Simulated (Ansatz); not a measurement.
# GaH4NO: the cost of one run

All numbers below are computed with Ansatz 0.2.0 (RHF/def2-SVP).

## (1) The starting structure

Bond lengths: Ga1–O2 1.790 Å, O2–H3 1.010 Å, Ga1–N4 1.930 Å, N4–H5 1.060 Å, N4–H6 1.060 Å, Ga1–H7 1.570 Å. Angles: Ga1–O2–H3 109.5°, O2–Ga1–N4 120.0°, O2–Ga1–H7 120.0°, N4–Ga1–H7 120.0°, Ga1–N4–H5 120.0°, Ga1–N4–H6 120.0°, H5–N4–H6 120.0°.

Structure file:

```xyz
7

Ga    0.0000    0.0000    0.0000
O     0.0000    0.0000    1.7900
H    -0.9095   -0.2814    2.1271
N     1.6714    0.0000   -0.9650
H     2.1380   -0.9179   -1.2168
H     2.1227    0.9179   -1.2432
H    -1.3596    0.0000   -0.7850
```

## (2) Preparing the start

input.yaml

```yaml
crystal:
  periodic: [false, false, false]
  atoms:
    - { symbol: Ga, position_ang: [0.0, 0.0, 0.0] }
    - { symbol: O, position_ang: [0.0, 0.0, 1.79] }
    - { symbol: H, position_ang: [-0.9095, -0.2814, 2.1271] }
    - { symbol: "N", position_ang: [1.6714, 0.0, -0.965] }
    - { symbol: H, position_ang: [2.138, -0.9179, -1.2168] }
    - { symbol: H, position_ang: [2.1227, 0.9179, -1.2432] }
    - { symbol: H, position_ang: [-1.3596, 0.0, -0.785] }
basis:
  gaussian: { orbitals: def2-SVP }
hamiltonian:
  xc: hf
relax:
  f_tol: 0.02
  max_steps: 40
output:
  orbitals: {}
```

Launch:

```console
$ ansatz run input.yaml --threads 2 --pin off --max-ram 3072MiB --backend cpu --events-out ev --progress --plain --runs-dir out
```

What time and memory should one allow on 2 threads of Arm Neoverse V1, shared host?

About 9.5 s, with a peak of 0.15 GiB.
